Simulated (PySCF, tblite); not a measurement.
# C₃H₇BO₃Si: geometry, infrared bands and NMR shifts

Wanted: the infrared bands and NMR shifts of C₃H₇BO₃Si (`OB(O)C1=COC[SiH2]1`), by calculation.

The runs use tblite 0.8.0 and PySCF 2.14.0, with density-fitted response routines of our own; the level of theory stands in each step. All values are computed, except where a source is named. Atoms count from 0, in the outputs and in this text.

**1. Starting geometry**

15 atoms, charge 0, multiplicity 1; geometry from: force field or distance geometry start.

Bonds of the start (Å): O0–B1 1.46, B1–O2 1.47, B1–C3 1.55, C3–C4 1.32, C4–O5 1.35, O5–C6 1.40, C6–Si7 1.91, Si7–C3 1.86, O0–H8 0.99, O2–H9 1.00, C4–H10 1.10, C6–H11 1.10, C6–H12 1.10, Si7–H13 1.44, Si7–H14 1.44.

**2. Relaxing the molecule with GFN2-xTB**

The job: settings as JSON, then the geometry in Å.

```
{"job": {"kind": "relax", "xc": "GFN2-xTB", "basis": "xTB"}, "charge": 0, "multiplicity": 1}
O      2.735800     0.826800     0.909900
B      1.831100    -0.163400     0.344600
O      2.334300    -1.545600     0.246600
C      0.351400     0.202500     0.061100
C     -0.376600     1.207000     0.504000
O     -1.652600     1.253000     0.067600
C     -2.316000     0.036200    -0.153100
Si    -0.816000    -0.787800    -0.991000
H      2.180600     1.433100     1.462200
H      2.983700    -1.510100    -0.510700
H      0.069700     1.964600     1.170100
H     -3.151900     0.109500    -0.869200
H     -2.554600    -0.443400     0.810000
H     -0.820400    -2.198600    -0.702300
H     -0.802900    -0.375800    -2.371700
```

On the command line:

```console
$ OMP_NUM_THREADS=1 python probes_run.py task.json out
```

This one command runs all jobs of the session in turn.

**Question.** This job is followed by: GFN2-xTB harmonic vibrations, gas phase; GIAO PBE0/pcSseg-1 NMR shielding, non-relativistic, gas phase. Predict these results of the whole session: strongest single infrared mode (GFN2-xTB); zero-point energy (GFN2-xTB); 13C shifts against TMS (PBE0/pcSseg-1); 1H shifts against TMS (PBE0/pcSseg-1, means over atoms taken as alike); 17O shifts against H2O (PBE0/pcSseg-1, means over atoms taken as alike); 11B shifts against BF3·OEt2 (PBE0/pcSseg-1); 29Si shifts against TMS (PBE0/pcSseg-1).

As calculated:

| quantity | value |
| --- | --- |
| strongest single infrared mode (GFN2-xTB) | 1592 cm⁻¹, 498 km/mol |
| zero-point energy (GFN2-xTB) | 63.9 kcal/mol |
| 13C shifts against TMS (PBE0/pcSseg-1) | 177.8, 94.4, 58.8 ppm |
| 1H shifts against TMS (PBE0/pcSseg-1, means over atoms taken as alike) | 7.11, 4.86, 4.07, 3.96 ppm |
| 17O shifts against H2O (PBE0/pcSseg-1, means over atoms taken as alike) | 183.5, 111.5 ppm |
| 11B shifts against BF3·OEt2 (PBE0/pcSseg-1) | 26.0 ppm |
| 29Si shifts against TMS (PBE0/pcSseg-1) | -34.0 ppm |

Relaxing lowered the energy by 1.737 eV in 86 steps; the close pair that moved most is B1–O2, from 1.474 to 1.356 Å. No mode is imaginary among the 39: a minimum at this level. The strongest single mode, at 1592 cm⁻¹, moves mainly C4 and C3. GFN2-xTB is a fitted tight-binding method: band positions and strengths are rough. Its intensities can rank the bands wrongly. The most deshielded carbon is C4 (alkene carbon bearing oxygen), at 177.8 ppm: an sp2 carbon further deshielded by the attached heteroatom. H10 (hydrogen on an alkene carbon bearing oxygen) lies farthest downfield among hydrogen, at 7.11 ppm; attached to an sp2 carbon and in the plane of the double bond.
